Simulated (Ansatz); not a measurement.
The system is Cu3O2.

```xyz
5
Lattice="-2.0230 2.0230 3.6736 2.0230 -2.0230 3.6736 2.0230 2.0230 -3.6736" Properties=species:S:1:pos:R:3 pbc="T T T"
Cu    0.0000    0.0000    0.0000
Cu    0.0000    2.0230    1.8368
Cu    2.0230    0.0000    1.8368
O     0.0000    2.0230    0.0000
O     2.0230    0.0000    0.0000
```

The cell comes from a database or a generator and needn't be the stable form of this composition.

Below is the output of Ansatz 0.2.0 for this cell. Logs are shortened: lines on timing, memory, paths and dates and some standing lists are left out, and cuts for length are marked.

```text
Warning: RAYON_NUM_THREADS=2 ignored (pool sized by the plan → 2); use --threads N
Engine: ansatz 0.2.0, x86_64-unknown-linux-gnu
Pseudopotentials: kind: paw
Pseudopotential: Cu, paw, valence charge 19, recommended cutoff 420 eV (normal), Cu.paw.azcp
Pseudopotential: O, paw, valence charge 6, recommended cutoff 420 eV (normal), O.paw.azcp
Functional definition: PBEsol
  exchange = pbesol_x
  correlation = pbesol_c
Crystal: 5 atoms, lattice volume = 60.136 Å³
Basis set: ecut = 420 eV, 1209 PW (Γ), exchange–correlation on 64×64×64 points (8 copies of the dense FFT grid, shifted against one another)
Bands: 42, of which v1, the nominal top of the filled ones, is band 35 counted from 1 (34 counted from 0)
Symmetry: 16 space group operations
Space group: I4/mmm (ITA 139), of the structure as read, at distance tolerance 3.9e-5 Å
k-points: 75 of 729
Non-local potential: Cu, projectors of the file, l = 0: 3, l = 1: 2, l = 2: 3, l = 3: 1
Non-local potential: O, projectors of the file, l = 0: 2, l = 1: 2, l = 2: 1
PAW form: soft (Blöchl's): semilocal exchange-correlation on the pseudo side does not see the compensation charge
PAW frozen core: Cu, regenerated for the run's functional, and the local potential with it (the file was generated under x = pbe(κ = 0.804, μ = 0.2195149727645171), c = pbe(β = 0.06672455060314922))
PAW frozen core: O, regenerated for the run's functional, and the local potential with it (the file was generated under x = pbe(κ = 0.804, μ = 0.2195149727645171), c = pbe(β = 0.06672455060314922))
PAW one-centre angular grid: Cu, 590 points (default); XC on 64 Gauss nodes
[... 120 lines left out ...]
  E_closure    = 0.000000  (closes the sum)
  Σ components = -20884.416862   (vs F -20884.416862, Δ=0.00e0)
--- Forces (eV/Å), atoms counted from 1 ---
  atom   1  Cu    -0.00000000     0.00000000     0.00000000
  atom   2  Cu     0.00000000    -0.00000000     0.00000000
  atom   3  Cu    -0.00000000    -0.00000000    -0.00000000
  atom   4  O     -0.00000000     0.00000000     0.00000000
  atom   5  O      0.00000000    -0.00000000     0.00000000
  max |Σ_I F_I| component: 6.94e-18 eV/Å
--- Stress (GPa, compression-positive) ---
        9.993847       0.000000       0.000000
        0.000000       9.993847      -0.000000
        0.000000      -0.000000       9.992854
  P = ⅓ Tr σ = 9.9935 GPa (99.935 kbar)
--- Band table (eV; the first three rows and the last of 75) ---
  k-point 0: bands = ["-100.0178", "-99.5469", "-99.5432", "-57.5665", "-57.5665", "-57.5182", "-57.2838", "-57.2824", "-56.9963", "-56.9963", "-56.9715", "-56.9715", "-7.3807", "-5.7592", "5.4203", "6.2278", "6.2278", "6.8536", "7.1365", "8.9630", "9.0977", "9.0977", "9.2002", "9.9841", "9.9855", "9.9855", "10.0045", "10.2474", "10.5004", "10.5004", "10.8205", "11.0567", "11.5687", "11.5687", "13.1163", "13.1825", "17.8035", "17.8035", "20.0847", "20.1720", "23.5712", "23.9492"]
  k-point 1: bands = ["-100.0178", "-99.5466", "-99.5435", "-57.5667", "-57.5665", "-57.5180", "-57.2839", "-57.2824", "-56.9965", "-56.9932", "-56.9747", "-56.9713", "-7.2915", "-5.8006", "5.3240", "5.9941", "6.2534", "6.8567", "7.2492", "8.6685", "9.1245", "9.1558", "9.2868", "9.4957", "9.5151", "10.0362", "10.4529", "10.4664", "10.4711", "10.5802", "10.9484", "11.1769", "11.6241", "11.6852", "12.9144", "13.3675", "16.6815", "18.3130", "20.4690", "21.2716", "24.0294", "24.1863"]
  k-point 2: bands = ["-100.0177", "-99.5461", "-99.5440", "-57.5673", "-57.5665", "-57.5174", "-57.2840", "-57.2824", "-56.9969", "-56.9853", "-56.9828", "-56.9707", "-7.0545", "-5.9024", "5.0883", "5.4321", "6.2414", "6.8712", "7.1816", "8.2202", "9.1361", "9.2913", "9.3082", "9.4510", "9.5188", "10.1636", "10.3071", "10.4337", "10.4988", "10.7100", "10.7385", "11.6606", "11.7600", "12.4096", "12.6327", "13.8099", "15.0764", "19.3295", "21.3476", "22.3991", "22.4096", "25.0727"]
  k-point 74: bands = ["-100.0177", "-99.5468", "-99.5433", "-57.5668", "-57.5667", "-57.5156", "-57.2866", "-57.2821", "-56.9953", "-56.9952", "-56.9724", "-56.9723", "-6.8880", "-6.1939", "4.0231", "6.5442", "6.8132", "8.0351", "8.0631", "8.5341", "8.6131", "8.7160", "8.7265", "8.9435", "9.3964", "9.7918", "10.1497", "10.3109", "10.5537", "10.6065", "10.7454", "10.9927", "11.2849", "12.1639", "12.1937", "16.6957", "17.3456", "18.3331", "19.2125", "20.5526", "23.9278", "25.9680"]
--- Relaxed structure (5 steps of the walk, 5 accepted, 2 SCFs on fresh bases) ---
  F+E_penalty+E_count = -20884.41686247 eV   max|allowed force component| = 7.980e-18 eV/Å   (the final SCF, on the basis selected at the relaxed cell)
  cell:  # Å, volume = 53.3171 Å³
    - [-1.9215975299591244, 1.9215975299591244, 3.609786568979445]
    - [1.9215975299591244, -1.9215975299591244, 3.609786568979445]
    - [1.9215975299591244, 1.9215975299591244, -3.609786568979445]
  atoms:
    - { symbol: Cu, position: [-5.950157812783416e-37, 1.5619164258556474e-35, 1.5024148477278132e-35] }
    - { symbol: Cu, position: [0.75, 0.25, 0.49999999999999994] }
    - { symbol: Cu, position: [0.25, 0.75, 0.49999999999999994] }
    - { symbol: O, position: [0.49999999999999994, -1.045090322644735e-34, 0.49999999999999994] }
    - { symbol: O, position: [-7.441474331864417e-35, 0.49999999999999994, 0.49999999999999994] }
```

Problem. Write the input and the command behind it.

Solution. Relaxation of cell and atoms with PBEsol, no spin polarisation. The files as run (others can give the same):

input.yaml
```yaml
crystal:
  lattice:
    - [-2.022982, 2.022982, 3.673617]
    - [2.022982, -2.022982, 3.673617]
    - [2.022982, 2.022982, -3.673617]
  atoms:
    - { symbol: Cu, position: [0.0, 0.0, 0.0] }
    - { symbol: Cu, position: [0.75, 0.25, 0.5] }
    - { symbol: Cu, position: [0.25, 0.75, 0.5] }
    - { symbol: O, position: [0.5, 0.0, 0.5] }
    - { symbol: O, position: [0.0, 0.5, 0.5] }
hamiltonian:
  xc: pbesol
  pseudopotentials: { kind: paw }
kpoints:
  mp_grid: { grid: [9, 9, 9] }
scf:
  occupations: { method: fermi_dirac, width: 0.05 }
output:
  forces: true
  stress: true
  eigenvalues: true
  write_density: true
  write_potential: true
  elf: true
  volumetric_format: npy
relax:
  f_tol: 0.01
  max_steps: 40
  cell: { stress_tol: 0.05, p_target: 10.0 }
```

Potentials or basis: Ansatz PAW.
Command:
```sh
$ ansatz run input.yaml --threads 2 --pin off --max-ram 5632MiB --backend cpu --events-out ev --progress --plain --runs-dir out
```

Caveat: the plane-wave basis is chosen anew once the cell has moved, so the energies of steps on either side of that aren't comparable; the pressure holds a Pulay correction of +0.6 GPa for the finite cutoff; an odd number of electrons without spin polarisation forces a metal; a magnetic or distorted state may lie lower; the run has no spin polarisation, though such a crystal can be magnetic; semilocal functionals often make such compounds metallic where correlation or magnetic order opens a gap, which also shifts bond lengths; the PAW data sets come from PBE, with cores solved anew for the run's functional, which leaves a small shift of forces and pressure.
